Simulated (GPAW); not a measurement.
CrN2:

```xyz
6
Lattice="3.9018 0.0000 0.0000 0.0000 4.8095 0.0000 0.0000 0.0000 2.7842" Properties=species:S:1:pos:R:3 pbc="T T T"
Cr    0.0000    0.0000    0.0000
Cr    1.9509    2.4048    1.3921
N     3.3796    2.8317    0.0000
N     0.5222    1.9778    0.0000
N     1.4287    4.3825    1.3921
N     2.4731    0.4270    1.3921
```

The cell comes from a database or a generator and needn't be the stable form of this composition.

Base run:

| Item | Value |
| --- | --- |
| Program | GPAW 26.7.0 |
| Functional | LDA |
| Potentials or basis | the program's PAW data sets (release 1.2.1) made for this functional |
| Cutoff | 600 eV |
| Basis | pw |
| k mesh | 5 × 4 × 7 |
| Occupations | fermi-dirac, width 0.05 eV |
| Spin | collinear spin, ferromagnetic start |
| Starting moments | [4.0, 4.0, 0.0, 0.0, 0.0, 0.0] μB |

Its results: band gap on the k mesh none (metal or under the smearing width); pressure -28.7 GPa; net moment 4.18 μB per cell; site moments Cr +2.06; N -0.04 μB; largest force 0.301 eV/Å.

The run is repeated on the same cell with these changes: functional from LDA to PBE; potentials or basis from the program's PAW data sets (release 1.2.1) made for this functional to GPAW PAW data sets (gpaw-data 1.2.1). What comes out?

Band gap on the k mesh none (metal or under the smearing width); pressure -9.6 GPa; net moment 4.23 μB per cell; site moments Cr +2.15; N -0.06 μB; largest force 0.150 eV/Å.

Caveats: the cutoff is short for stress and forces, so pressures can be off by a GPa or more; only a ferromagnetic start was run, and an antiferromagnetic order may lie lower in energy; a pressure of tens of GPa on the cell as given is suspect, and the run, the potentials or the cell itself is likely at fault (some runs).

Not every run made on this cell is shown here.
